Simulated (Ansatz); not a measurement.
**C₂H₉InS: basis-set convergence**

The task here is to estimate one member of a computed series from the others.

Computed with Ansatz 0.2.0, Gaussian basis. Level: one geometry, several basis sets.

Plan: PBE0-D4/def2-SVP; ωB97M-V/def2-SVP; PBE0-D4/def2-QZVPP; ωB97M-V/def2-QZVPP; the functionals' def2-TZVPP values are taken from earlier runs.

## Structure used throughout

The geometry comes from an earlier relaxation with PBE0-D4 in a triple-zeta def2 set; it is a stationary point, not always the lowest conformer. In takes the def2 core potential; no spin-orbit term is included.

SMILES `C[S+](C)[InH3-]`, 13 atoms, charge 0, spin multiplicity 1.

Atoms are counted from 1 here; the program's logs count them from 0.

Bond lengths: C1–S2 1.796 Å, C1–H5 1.090 Å, C1–H6 1.091 Å, C1–H7 1.090 Å, S2–C3 1.796 Å, S2–In4 2.745 Å, C3–H8 1.090 Å, C3–H9 1.091 Å, C3–H10 1.090 Å, In4–H11 1.738 Å, In4–H12 1.728 Å, In4–H13 1.738 Å. Angles: S2–C1–H5 107.0°, S2–C1–H6 109.9°, S2–C1–H7 110.7°, H5–C1–H6 109.5°, H5–C1–H7 108.9°, H6–C1–H7 110.9°, C1–S2–C3 100.5°, C1–S2–In4 100.9°, C3–S2–In4 100.9°, S2–C3–H8 107.0°, S2–C3–H9 109.9°, S2–C3–H10 110.7°, H8–C3–H9 109.5°, H8–C3–H10 108.9°, H9–C3–H10 110.9°, S2–In4–H11 94.0°, S2–In4–H12 100.4°, S2–In4–H13 93.9° and more.

The first run:

in.yaml reads:

```yaml
crystal:
  periodic: [false, false, false]
  atoms:
    - {symbol: C, position_ang: [-0.467057, 1.562652, -0.561949]}
    - {symbol: S, position_ang: [-0.688589, 0.286219, 0.681658]}
    - {symbol: C, position_ang: [0.946270, 0.263627, 1.424382]}
    - {symbol: In, position_ang: [-0.583700, -1.974104, -0.872683]}
    - {symbol: H, position_ang: [-1.399706, 1.627460, -1.121396]}
    - {symbol: H, position_ang: [-0.265491, 2.519435, -0.079062]}
    - {symbol: H, position_ang: [0.337367, 1.297108, -1.247799]}
    - {symbol: H, position_ang: [0.944671, -0.527043, 2.173965]}
    - {symbol: H, position_ang: [1.147566, 1.220948, 1.906315]}
    - {symbol: H, position_ang: [1.706249, 0.038243, 0.676299]}
    - {symbol: H, position_ang: [-0.588483, -1.090790, -2.369422]}
    - {symbol: H, position_ang: [-2.022883, -2.777000, -0.353865]}
    - {symbol: H, position_ang: [0.954185, -2.481655, -0.241744]}
basis:
  gaussian: {orbitals: def2-SVP}
hamiltonian: {xc: pbe0, dispersion: d4}
output: {orbitals: {seedname: orbitals}}
```

Steps of the session up to this table: PBE0-D4 in def2-SVP; ωB97M-V in def2-SVP; PBE0-D4 in def2-QZVPP; ωB97M-V in def2-QZVPP.

One of the session's tables, all rows but one given; the rest of the session is left out.

```
functional       basis  HOMO (eV)  LUMO (eV)
   PBE0-D4    def2-SVP          ?          ?
   PBE0-D4  def2-TZVPP      -7.39      -0.22
   PBE0-D4  def2-QZVPP      -7.40      -0.28
   ωB97M-V    def2-SVP      -9.50       1.50
   ωB97M-V  def2-TZVPP      -9.61       1.05
   ωB97M-V  def2-QZVPP      -9.62       0.86
```

Estimate the missing values for PBE0-D4, def2-SVP.

The run gave: HOMO (eV): -7.34; LUMO (eV): -0.03. In the column «HOMO (eV)» it is the highest.
